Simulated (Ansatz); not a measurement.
# AlH7O2Si: the cost of one run

All numbers below are computed with Ansatz 0.2.0 (RKS r2SCAN/def2-SVP).

## 1. The structure to begin with

Bond lengths: Al1–O3 1.780 Å, O3–Si4 1.680 Å, Si4–H5 1.460 Å, Si4–H6 1.460 Å, Si4–H7 1.460 Å, Al1–H8 1.560 Å, Al1–O9 2.080 Å, O9–H10 1.010 Å. Angles: Al1–O3–Si4 125.0°, O3–Al1–H8 120.0°, O3–Al1–O9 96.8°, H8–Al1–O9 101.3°, O3–Si4–H5 109.5°, O3–Si4–H6 109.5°, O3–Si4–H7 109.5°, H5–Si4–H6 109.4°, H5–Si4–H7 109.4°, H6–Si4–H7 109.4°, Al1–O9–H10 109.5°.

Coordinates:

```xyz
11

Al    0.0000    0.0000    0.0000
H     0.0000    0.0000    1.9100
O     1.5415    0.0000   -0.8900
Si    2.3874   -1.3760   -1.3520
H     1.4599   -2.3514   -1.9176
H     3.3882   -1.0195   -2.3535
H     3.0504   -1.9546   -0.1870
H    -1.3510    0.0000   -0.7800
O     0.0932    1.9717    0.6559
H     0.4919    2.0000    1.5834
H     0.0471    0.9963    1.8084
```

## 2. A restrained relaxation towards end A

Springs on the bonds that form and break draw the guess towards this end; the thresholds are loose.

File input.yaml:

```yaml
crystal:
  periodic: [false, false, false]
  atoms:
    - { symbol: Al, position_ang: [0.0, 0.0, 0.0] }
    - { symbol: H, position_ang: [0.0, 0.0, 1.91] }
    - { symbol: O, position_ang: [1.5415, 0.0, -0.89] }
    - { symbol: Si, position_ang: [2.3874, -1.376, -1.352] }
    - { symbol: H, position_ang: [1.4599, -2.3514, -1.9176] }
    - { symbol: H, position_ang: [3.3882, -1.0195, -2.3535] }
    - { symbol: H, position_ang: [3.0504, -1.9546, -0.187] }
    - { symbol: H, position_ang: [-1.351, 0.0, -0.78] }
    - { symbol: O, position_ang: [0.0932, 1.9717, 0.6559] }
    - { symbol: H, position_ang: [0.4919, 2.0, 1.5834] }
    - { symbol: H, position_ang: [0.0471, 0.9963, 1.8084] }
basis:
  gaussian: { orbitals: def2-SVP }
hamiltonian:
  xc: r2scan
relax:
  f_tol: 0.15
  max_steps: 25
  restrain:
    - { distance: [0, 8], at: 2.98, k: 30.0 }
    - { distance: [10, 1], at: 1.86, k: 30.0 }
    - { distance: [0, 1], at: 1.56, k: 30.0 }
    - { distance: [10, 8], at: 1.01, k: 30.0 }
```

The run is started by

```
$ ansatz run input.yaml --threads 4 --pin off --max-ram 5120MiB --backend cpu --events-out ev --progress --plain --runs-dir out
```

**Question.** How long does this run take on 4 threads of Arm Neoverse V1, shared host, and how much memory does it need?

About 28 s, with a peak of 0.16 GiB.
